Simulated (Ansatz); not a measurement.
# Cs (Cs, diamond): the cost of one run

Program: Ansatz 0.2.0. Level of theory: DFT r2SCAN, plane waves (500 eV) with PAW, scalar-relativistic; the PAW data stem from PBE, with regenerated cores. These are calculated values, not measurements.

**1. Starting point**

It takes space group Fd-3m (No. 227, cubic). The conventional cell has a = 10.605 Å, b = 10.605 Å, c = 10.605 Å, α = 90.00°, β = 90.00°, γ = 90.00°.

Structure file:

```xyz
2
Lattice="0.0000 5.3027 5.3027 5.3027 0.0000 5.3027 5.3027 5.3027 0.0000" Properties=species:S:1:pos:R:3 pbc="T T T"
Cs    1.3257    1.3257    1.3257
Cs    9.2797    9.2797    9.2797
```

**2. Geometry optimisation**

File input.yaml:

```yaml
crystal:
  lattice:
    - [0.0, 5.3027061682, 5.3027061682]
    - [5.3027061682, 0.0, 5.3027061682]
    - [5.3027061682, 5.3027061682, 0.0]
  atoms:
    - { symbol: Cs, position: [0.125, 0.125, 0.125] }
    - { symbol: Cs, position: [0.875, 0.875, 0.875] }
hamiltonian:
  xc: r2scan
  pseudopotentials:
    kind: paw
    azcp:
      Cs: "pseudopotentials/Cs.paw.azcp"
basis:
  ecutwfc: 500
  fft_grid_basis: typed
kpoints:
  mp_grid: { grid: [5, 5, 5], shift: [0, 0, 0] }
magnetization:
  spin_polarized: false
scf:
  occupations: { method: fermi_dirac, width: 0.1 }
relax:
  max_steps: 60
  f_tol: 0.01
  cell: {}
```

On the command line:

```bash
$ ansatz run input.yaml --threads 1 --pin off --max-ram 3584MiB --backend cpu --events-out ev --progress --plain --runs-dir out
```

**Question.** How long does this run take on 1 thread of Intel Xeon Platinum 8259CL at 2.50GHz (Skylake/Cascade Lake), shared host, and how much memory does it need?

About 99 s, with a peak of 1.6 GiB.
